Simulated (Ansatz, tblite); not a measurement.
# SnHBr3: removing and adding an electron

What does removing or adding an electron cost or gain for SnHBr3? Each charged state is run at several levels.

Computed with Ansatz 0.2.0, Gaussian basis. Level: as each input shows.

Plan: charge +1 doublet, at the geometry of the singlet (PBE0-D4/def2-TZVP, PBE-D4/def2-TZVP, r2SCAN-D4/def2-TZVP); charge -1 doublet, at the geometry of the singlet (PBE0-D4/def2-TZVPD, PBE-D4/def2-TZVPD, r2SCAN-D4/def2-TZVPD); the starting singlet's energies come from earlier runs.

2 further runs of the same task are left out: 2 set aside as unsound or not needed. Runs told in other sessions of the task aren't counted.

## (1) The structure

The singlet was relaxed beforehand with PBE0-D4/def2-SVP.

5 atoms, charge 0, spin multiplicity 1.

Atoms are counted from 1 here; the program's logs count them from 0.

Bond lengths: Sn1–H2 1.703 Å, Sn1–Br3 2.473 Å, Sn1–Br4 2.473 Å, Sn1–Br5 2.473 Å. Angles: H2–Sn1–Br3 110.8°, H2–Sn1–Br4 110.8°, H2–Sn1–Br5 110.8°, Br3–Sn1–Br4 108.2°, Br3–Sn1–Br5 108.2°, Br4–Sn1–Br5 108.2°.

Coordinates:

```xyz
5

Sn    0.0006   -0.0015    0.1852
H     0.0075   -0.0152    1.8883
Br    2.3095    0.0105   -0.7003
Br   -1.1630    2.0057   -0.6704
Br   -1.1546   -1.9995   -0.7027
```

Sn takes a core potential in the def2 sets. No spin-orbit coupling is included.

## (2) Charge +1 doublet at the fixed geometry, first pass, PBE0-D4/def2-SVP

Contents of in.yaml:

```yaml
crystal:
  periodic: [false, false, false]
  atoms:
    - {symbol: Sn, position_ang: [0.000638, -0.001496, 0.185150]}
    - {symbol: H, position_ang: [0.007468, -0.015202, 1.888264]}
    - {symbol: Br, position_ang: [2.309530, 0.010492, -0.700254]}
    - {symbol: Br, position_ang: [-1.163014, 2.005698, -0.670429]}
    - {symbol: Br, position_ang: [-1.154612, -1.999491, -0.702731]}
basis:
  gaussian: {orbitals: def2-SVP}
total_charge: 1
magnetization: {spin_polarized: true, initial_magnetization: 1}
hamiltonian: {xc: pbe0, dispersion: d4}
output: {orbitals: {seedname: orbitals}}
```

Run with:

```
> ansatz run in.yaml --threads 4 --pin off --events-out ev --progress --plain --max-ram 3916MiB
```

What it wrote:

```text
Functional definition: PBE0
  name "PBE0"
  cite "Adamo & Barone, J. Chem. Phys. 110, 6158 (1999) doi:10.1063/1.478522"
  cite "Perdew, Burke & Ernzerhof, Phys. Rev. Lett. 77, 3865 (1996) doi:10.1103/PhysRevLett.77.3865"
  parent pbe
  parameter a = 0.25
  parameter kappa = 0.804
  parameter beta = 0.06672455060314922
  exchange = (1 - a)*pbe_x(kappa = kappa, mu = beta*pi^2/3) + a*exact_x
  correlation = pbe_c(beta = beta)
1302 factors; integrals over basis functions are off by at most 4.4e-4 eV
mean field evaluation 1: about -215929.0468 eV, gradient 1.3e1 eV
mean field evaluation 2: about -215928.5675 eV, gradient 1.7e1 eV
mean field evaluation 4: about -215930.0740 eV, gradient 9.6e-1 eV
mean field evaluation 8: about -215930.1003 eV, gradient 4.0e-2 eV
mean field evaluation 16: about -215930.1003 eV, gradient 2.4e-3 eV
mean field evaluation 32: about -215930.2804 eV, gradient 4.0e-6 eV
mean field evaluation 64: about -215930.0989 eV, gradient 2.4e-1 eV
mean field evaluation 96: about -215930.0990 eV, gradient 2.0e0 eV
mean field -215930.28043994 eV, -7935.2914433669 hartree, gradient 4.0e-6 eV, S^2 0.754593; 10 other end points of the search recorded, 0 dependent functions left out
reference -215930.28046667 eV, -7935.2914443493 hartree; 64, 63 occupied and 63, 64 virtual orbitals, 1302 factors
Total energy: -215930.45770802 eV, -7935.2979578488 hartree
```

It took 29 s on 4 threads of Arm Neoverse V2, shared host; peak memory 0.97 GiB.

HOMO -13.65 eV, LUMO -12.34 eV (over both spins); ⟨S²⟩ 0.755 (pure: 0.75).

## (3) Charge +1 doublet at the fixed geometry, PBE0-D4/def2-TZVP

start.molden holds the orbitals of an earlier run on this state, given as this run's starting guess.

Edit in.yaml of step 2 so:

```diff
@@ -9,3 +9,3 @@
 basis:
-  gaussian: {orbitals: def2-SVP}
+  gaussian: {orbitals: def2-TZVP, initial_orbitals: start.molden}
 total_charge: 1
@@ -13,2 +13,3 @@
 hamiltonian: {xc: pbe0, dispersion: d4}
+scf: {omitted_lower_state_checks: [starts]}
 output: {orbitals: {seedname: orbitals}}
```

The command is unchanged.

What it wrote:

```text
Functional definition: PBE0
  name "PBE0"
  cite "Adamo & Barone, J. Chem. Phys. 110, 6158 (1999) doi:10.1063/1.478522"
  cite "Perdew, Burke & Ernzerhof, Phys. Rev. Lett. 77, 3865 (1996) doi:10.1103/PhysRevLett.77.3865"
  parent pbe
  parameter a = 0.25
  parameter kappa = 0.804
  parameter beta = 0.06672455060314922
  exchange = (1 - a)*pbe_x(kappa = kappa, mu = beta*pi^2/3) + a*exact_x
  correlation = pbe_c(beta = beta)
these checks for a lower state are left out or cut short: starts
1503 factors; integrals over basis functions are off by at most 1.2e-3 eV
mean field evaluation 1: about -215954.7231 eV, gradient 1.5e2 eV
mean field evaluation 2: about -215955.9322 eV, gradient 3.4e0 eV
mean field evaluation 4: about -215956.0892 eV, gradient 3.2e-1 eV
mean field evaluation 8: about -215956.0899 eV, gradient 1.6e-5 eV
mean field -215956.08993104 eV, -7936.2399246705 hartree, gradient 2.4e-6 eV, S^2 0.755559; 0 other end points of the search recorded, 0 dependent functions left out
reference -215956.08996051 eV, -7936.2399257535 hartree; 64, 63 occupied and 136, 137 virtual orbitals, 1503 factors
Total energy: -215956.26720186 eV, -7936.2464392530 hartree
Checks for a lower state left out: starts
```

It took 15 s on 4 threads of Arm Neoverse V2, shared host; peak memory 0.95 GiB.

Report: HOMO -13.59 eV, LUMO -12.28 eV (over both spins); ⟨S²⟩ 0.756 (pure: 0.75).

## (4) Charge +1 doublet at the fixed geometry, PBE-D4/def2-TZVP

Edit in.yaml of step 3 so:

```diff
@@ -12,3 +12,3 @@
 magnetization: {spin_polarized: true, initial_magnetization: 1}
-hamiltonian: {xc: pbe0, dispersion: d4}
+hamiltonian: {xc: pbe, dispersion: d4}
 scf: {omitted_lower_state_checks: [starts]}
```

Launched as before.

What it wrote:

```text
Functional definition: PBE
  name "PBE"
  cite "Perdew, Burke & Ernzerhof, Phys. Rev. Lett. 77, 3865 (1996) doi:10.1103/PhysRevLett.77.3865"
  parent pbe
  parameter kappa = 0.804
  parameter beta = 0.06672455060314922
  exchange = pbe_x(kappa = kappa, mu = beta*pi^2/3)
  correlation = pbe_c(beta = beta)
these checks for a lower state are left out or cut short: starts
1560 factors; their error is unknown
mean field evaluation 1: about -215948.9728 eV, gradient 1.0e1 eV
mean field evaluation 2: about -215949.1138 eV, gradient 2.0e-1 eV
mean field evaluation 4: about -215949.0458 eV, gradient 9.9e-4 eV
mean field evaluation 8: about -215949.0458 eV, gradient 6.2e-6 eV
mean field -215949.04578712 eV, -7935.9810571560 hartree, gradient 5.5e-6 eV, S^2 0.751734; 0 other end points of the search recorded, 0 dependent functions left out
reference -215949.04582692 eV, -7935.9810586187 hartree; 64, 63 occupied and 136, 137 virtual orbitals, 1560 factors
Total energy: -215949.24753399 eV, -7935.9884712168 hartree
Checks for a lower state left out: starts
```

It took 12 s on 4 threads of Arm Neoverse V2, shared host; peak memory 0.62 GiB.

Report: HOMO -12.59 eV, LUMO -12.48 eV (over both spins); ⟨S²⟩ 0.752 (pure: 0.75).

## (5) Charge +1 doublet at the fixed geometry, r2SCAN-D4/def2-TZVP

Edit in.yaml of step 4 so:

```diff
@@ -12,3 +12,3 @@
 magnetization: {spin_polarized: true, initial_magnetization: 1}
-hamiltonian: {xc: pbe, dispersion: d4}
+hamiltonian: {xc: r2scan, dispersion: d4}
 scf: {omitted_lower_state_checks: [starts]}
```

The command is unchanged.

What it wrote:

```text
Functional definition: r2SCAN
  name "r2SCAN"
  cite "Furness, Kaplan, Ning, Perdew & Sun, J. Phys. Chem. Lett. 11, 8208 (2020) doi:10.1021/acs.jpclett.0c02405"
  cite "Furness, Kaplan, Ning, Perdew & Sun, J. Phys. Chem. Lett. 11, 9248 (2020) doi:10.1021/acs.jpclett.0c03077"
  parent r2scan
  parameter k0 = 0.174
  parameter k1 = 0.065
  parameter a1 = 4.9479
  exchange = r2scan_x(k0 = k0, k1 = k1, a1 = a1)
  correlation = r2scan_c
these checks for a lower state are left out or cut short: starts
1560 factors; their error is unknown
mean field evaluation 1: about -215981.5183 eV, gradient 8.0e0 eV
mean field evaluation 2: about -215981.5821 eV, gradient 1.1e-1 eV
mean field evaluation 4: about -215981.5062 eV, gradient 3.1e-4 eV
mean field evaluation 8: about -215981.5062 eV, gradient 1.8e-5 eV
mean field -215981.50616936 eV, -7937.1739542010 hartree, gradient 5.6e-6 eV, S^2 0.752882; 0 other end points of the search recorded, 0 dependent functions left out
reference -215981.50618289 eV, -7937.1739546982 hartree; 64, 63 occupied and 136, 137 virtual orbitals, 1560 factors
Total energy: -215981.54932462 eV, -7937.1755401278 hartree
Checks for a lower state left out: starts
```

Run time: 32 s. Hardware: 4 threads of Arm Neoverse V2, shared host; peak memory 0.7 GiB.

Report: HOMO -12.94 eV, LUMO -12.72 eV (over both spins); ⟨S²⟩ 0.753 (pure: 0.75).

## (6) Vertical ionisation energy

Charged state less starting state, singlet to doublet; the starting state's energies are those of its earlier runs.

```
              level  vertical ionisation energy (eV)  time
   PBE-D4/def2-TZVP                            +9.93  14 s
r2SCAN-D4/def2-TZVP                           +10.23  37 s
  PBE0-D4/def2-TZVP                           +10.48  20 s
```

Times add the two runs; a level without a time comes out of a correlated run.

Beside −ε(HOMO) of the starting state:

| level | −ε(HOMO) (eV) | by difference (eV) | mismatch (eV) |
| --- | --- | --- | --- |
| PBE-D4/def2-TZVP | 7.38 | 9.93 | -2.55 |
| r2SCAN-D4/def2-TZVP | 7.74 | 10.23 | -2.49 |
| PBE0-D4/def2-TZVP | 8.68 | 10.48 | -1.80 |

## (7) Charge -1 doublet at the fixed geometry, first pass, PBE0-D4/def2-SVP

Edit in.yaml of step 5 so:

```diff
@@ -9,7 +9,6 @@
 basis:
-  gaussian: {orbitals: def2-TZVP, initial_orbitals: start.molden}
-total_charge: 1
+  gaussian: {orbitals: def2-SVP}
+total_charge: -1
 magnetization: {spin_polarized: true, initial_magnetization: 1}
-hamiltonian: {xc: r2scan, dispersion: d4}
-scf: {omitted_lower_state_checks: [starts]}
+hamiltonian: {xc: pbe0, dispersion: d4}
 output: {orbitals: {seedname: orbitals}}
```

The command is unchanged.

What it wrote:

```text
Functional definition: PBE0
  name "PBE0"
  cite "Adamo & Barone, J. Chem. Phys. 110, 6158 (1999) doi:10.1063/1.478522"
  cite "Perdew, Burke & Ernzerhof, Phys. Rev. Lett. 77, 3865 (1996) doi:10.1103/PhysRevLett.77.3865"
  parent pbe
  parameter a = 0.25
  parameter kappa = 0.804
  parameter beta = 0.06672455060314922
  exchange = (1 - a)*pbe_x(kappa = kappa, mu = beta*pi^2/3) + a*exact_x
  correlation = pbe_c(beta = beta)
1302 factors; integrals over basis functions are off by at most 4.4e-4 eV
mean field evaluation 1: about -215940.8603 eV, gradient 1.2e1 eV
mean field evaluation 2: about -215940.8791 eV, gradient 1.1e1 eV
mean field evaluation 4: about -215941.5446 eV, gradient 4.1e-1 eV
mean field evaluation 8: about -215941.5700 eV, gradient 3.4e-2 eV
mean field evaluation 16: about -215941.5700 eV, gradient 3.7e-5 eV
mean field -215941.57004992 eV, -7935.7063288812 hartree, gradient 3.7e-5 eV, S^2 0.753093; 0 other end points of the search recorded, 0 dependent functions left out
reference -215941.57007751 eV, -7935.7063298952 hartree; 65, 64 occupied and 62, 63 virtual orbitals, 1302 factors
Total energy: -215941.76580233 eV, -7935.7135226498 hartree
```

Run time: 4 s. Hardware: 4 threads of Arm Neoverse V2, shared host; peak memory 0.64 GiB.

From the report: HOMO 0.99 eV, LUMO 3.07 eV (over both spins); ⟨S²⟩ 0.753 (pure: 0.75). Doubts: highest occupied level lies above zero.

## (8) Charge -1 doublet at the fixed geometry, PBE0-D4/def2-TZVPD

Edit in.yaml of step 7 so:

```diff
@@ -9,3 +9,3 @@
 basis:
-  gaussian: {orbitals: def2-SVP}
+  gaussian: {orbitals: def2-TZVPD, initial_orbitals: start.molden}
 total_charge: -1
@@ -13,2 +13,3 @@
 hamiltonian: {xc: pbe0, dispersion: d4}
+scf: {omitted_lower_state_checks: [starts]}
 output: {orbitals: {seedname: orbitals}}
```

Launched as before.

What it wrote:

```text
Functional definition: PBE0
  name "PBE0"
  cite "Adamo & Barone, J. Chem. Phys. 110, 6158 (1999) doi:10.1063/1.478522"
  cite "Perdew, Burke & Ernzerhof, Phys. Rev. Lett. 77, 3865 (1996) doi:10.1103/PhysRevLett.77.3865"
  parent pbe
  parameter a = 0.25
  parameter kappa = 0.804
  parameter beta = 0.06672455060314922
  exchange = (1 - a)*pbe_x(kappa = kappa, mu = beta*pi^2/3) + a*exact_x
  correlation = pbe_c(beta = beta)
these checks for a lower state are left out or cut short: starts
1670 factors; integrals over basis functions are off by at most 1.1e-3 eV
mean field evaluation 1: about -215965.9299 eV, gradient 1.5e2 eV
mean field evaluation 2: about -215967.3724 eV, gradient 4.6e0 eV
mean field evaluation 4: about -215967.8114 eV, gradient 6.2e-1 eV
mean field evaluation 8: about -215967.8169 eV, gradient 1.4e-4 eV
mean field -215967.81685739 eV, -7936.6708812651 hartree, gradient 1.3e-5 eV, S^2 0.753255; 0 other end points of the search recorded, 0 dependent functions left out
reference -215967.81690312 eV, -7936.6708829456 hartree; 65, 64 occupied and 171, 172 virtual orbitals, 1670 factors
Total energy: -215968.01262794 eV, -7936.6780757002 hartree
Checks for a lower state left out: starts
```

Wall time 14 s (4 threads of Arm Neoverse V2, shared host); peak memory 1.1 GiB.

HOMO 0.34 eV, LUMO 2.18 eV (over both spins); ⟨S²⟩ 0.753 (pure: 0.75). Doubts: highest occupied level lies above zero.

## (9) Charge -1 doublet at the fixed geometry, PBE-D4/def2-TZVPD

Edit in.yaml of step 8 so:

```diff
@@ -12,3 +12,3 @@
 magnetization: {spin_polarized: true, initial_magnetization: 1}
-hamiltonian: {xc: pbe0, dispersion: d4}
+hamiltonian: {xc: pbe, dispersion: d4}
 scf: {omitted_lower_state_checks: [starts]}
```

Launched as before.

What it wrote:

```text
Functional definition: PBE
  name "PBE"
  cite "Perdew, Burke & Ernzerhof, Phys. Rev. Lett. 77, 3865 (1996) doi:10.1103/PhysRevLett.77.3865"
  parent pbe
  parameter kappa = 0.804
  parameter beta = 0.06672455060314922
  exchange = pbe_x(kappa = kappa, mu = beta*pi^2/3)
  correlation = pbe_c(beta = beta)
these checks for a lower state are left out or cut short: starts
1715 factors; their error is unknown
mean field evaluation 1: about -215960.1900 eV, gradient 1.0e1 eV
mean field evaluation 2: about -215960.3243 eV, gradient 2.0e-1 eV
mean field evaluation 4: about -215960.3143 eV, gradient 2.4e-3 eV
mean field -215960.31434312 eV, -7936.3951689510 hartree, gradient 2.1e-5 eV, S^2 0.751270; 0 other end points of the search recorded, 0 dependent functions left out
reference -215960.31440007 eV, -7936.3951710439 hartree; 65, 64 occupied and 171, 172 virtual orbitals, 1715 factors
Total energy: -215960.53692171 eV, -7936.4033485632 hartree
Checks for a lower state left out: starts
```

Wall time 6.5 s (4 threads of Arm Neoverse V2, shared host).

From the report: HOMO 0.91 eV, LUMO 1.33 eV (over both spins); ⟨S²⟩ 0.751 (pure: 0.75). Doubts: highest occupied level lies above zero.

## (10) Charge -1 doublet at the fixed geometry, r2SCAN-D4/def2-TZVPD

Edit in.yaml of step 9 so:

```diff
@@ -12,3 +12,3 @@
 magnetization: {spin_polarized: true, initial_magnetization: 1}
-hamiltonian: {xc: pbe, dispersion: d4}
+hamiltonian: {xc: r2scan, dispersion: d4}
 scf: {omitted_lower_state_checks: [starts]}
```

Launched as before.

What it wrote:

```text
Functional definition: r2SCAN
  name "r2SCAN"
  cite "Furness, Kaplan, Ning, Perdew & Sun, J. Phys. Chem. Lett. 11, 8208 (2020) doi:10.1021/acs.jpclett.0c02405"
  cite "Furness, Kaplan, Ning, Perdew & Sun, J. Phys. Chem. Lett. 11, 9248 (2020) doi:10.1021/acs.jpclett.0c03077"
  parent r2scan
  parameter k0 = 0.174
  parameter k1 = 0.065
  parameter a1 = 4.9479
  exchange = r2scan_x(k0 = k0, k1 = k1, a1 = a1)
  correlation = r2scan_c
these checks for a lower state are left out or cut short: starts
1715 factors; their error is unknown
mean field evaluation 1: about -215992.9720 eV, gradient 8.1e0 eV
mean field evaluation 2: about -215993.0338 eV, gradient 9.8e-2 eV
mean field evaluation 4: about -215993.0163 eV, gradient 9.6e-4 eV
mean field -215993.01629884 eV, -7937.5969436576 hartree, gradient 1.5e-5 eV, S^2 0.753722; 0 other end points of the search recorded, 0 dependent functions left out
reference -215993.01635044 eV, -7937.5969455539 hartree; 65, 64 occupied and 171, 172 virtual orbitals, 1715 factors
Total energy: -215993.06456884 eV, -7937.5987175472 hartree
Checks for a lower state left out: starts
```

Wall time 16 s (4 threads of Arm Neoverse V2, shared host); peak memory 0.58 GiB.

Report: HOMO 0.90 eV, LUMO 1.71 eV (over both spins); ⟨S²⟩ 0.754 (pure: 0.75). Doubts: highest occupied level lies above zero.

## (11) Vertical electron affinity

Starting state less charged state (positive: the electron is bound), singlet to doublet; the starting state's energies are those of its earlier runs.

```csv
level,vertical electron affinity (eV),time
PBE-D4/def2-TZVPD,+1.32,10 s
r2SCAN-D4/def2-TZVPD,+1.25,24 s
PBE0-D4/def2-TZVPD,+1.23,22 s
```

Times add the two runs; a level without a time comes out of a correlated run.

Beside −ε(LUMO) of the starting state:

```csv
level,−ε(LUMO) (eV),by difference (eV),mismatch (eV)
PBE-D4/def2-TZVPD,3.63,1.32,+2.32
r2SCAN-D4/def2-TZVPD,3.48,1.25,+2.22
PBE0-D4/def2-TZVPD,2.81,1.23,+1.58
```

## (12) Outcome

```
                                             quantity                                value
 vertical ionisation energy, functionals in def2-TZVP  9.93 (PBE-D4) to 10.48 eV (PBE0-D4)
vertical electron affinity, functionals in def2-TZVPD   1.23 (PBE0-D4) to 1.32 eV (PBE-D4)
```

What this shows: The vertical ionisation energy spans 9.93 to 10.48 eV over the functionals. −ε(HOMO) misses the level's own difference by -1.80 eV at best (PBE0-D4) and -2.55 eV at worst (PBE-D4). The vertical electron affinity spans 1.23 to 1.32 eV over the functionals. The anion's highest level lies above zero where self-interaction lifts it, so diffuse functions weigh on these values. −ε(LUMO) misses the level's own difference by +1.58 eV at best (PBE0-D4) and +2.32 eV at worst (PBE-D4).

The anion's highest level is positive in at least one run, so there the basis alone may hold the extra electron.
